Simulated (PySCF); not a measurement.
# C6H8N2 (phenylhydrazine): the cost of one run

Programs: PySCF 2.14.0, with density-fitted response routines of our own. Each step states its level of theory. These are calculated values for one molecule in the gas phase, unless marked as measured. Atoms count from 0, in the outputs and in this text.

## (1) Starting geometry

16 atoms, charge 0, multiplicity 1; geometry from: GFN2-xTB. The atoms were then displaced at random by about 0.01 Å, so the start is not that level's minimum.

Bonds of the start (Å): N0–N1 1.40, N1–C2 1.37, C2–C3 1.42, C3–C4 1.35, C4–C5 1.39, C5–C6 1.37, C6–C7 1.37, C7–C2 1.42, N0–H8 1.01, N0–H9 1.00, N1–H10 1.01, C3–H11 1.10, C4–H12 1.05, C5–H13 1.07, C6–H14 1.07, C7–H15 1.09.

## (2) Geometry optimisation at PBE0-D3(BJ)/def2-SVP

Job settings and geometry (Å):

```
{"job": {"xc": "PBE0", "basis": "def2-SVP", "d3": "d3bj", "grid": 1, "shake": 0.01, "kind": "geom"}, "charge": 0, "multiplicity": 1}
N     -2.713880    -0.691100    -0.472870
N     -1.896630     0.383520    -0.084180
C     -0.538120     0.251420    -0.004820
C      0.127940    -0.991920     0.120480
C      1.463650    -1.092940     0.258020
C      2.246490     0.057630     0.297880
C      1.656840     1.294180     0.186070
C      0.296350     1.405220     0.029390
H     -2.842980    -1.312880     0.315930
H     -2.351680    -1.178800    -1.263950
H     -2.231070     1.278670    -0.412840
H     -0.493260    -1.896460     0.116500
H      1.895560    -2.050960     0.348060
H      3.304290    -0.021980     0.419900
H      2.246280     2.181150     0.209070
H     -0.188830     2.382880    -0.051910
```

The run is started by

```bash
OMP_NUM_THREADS=1 python probes_run.py task.json out
```

This one command runs all jobs of the session in turn.

**Question.** How long does this first job take on 1 thread of Arm Neoverse V1, shared host, and how much memory does it need?

About 74 s, with a peak of 0.6 GiB.
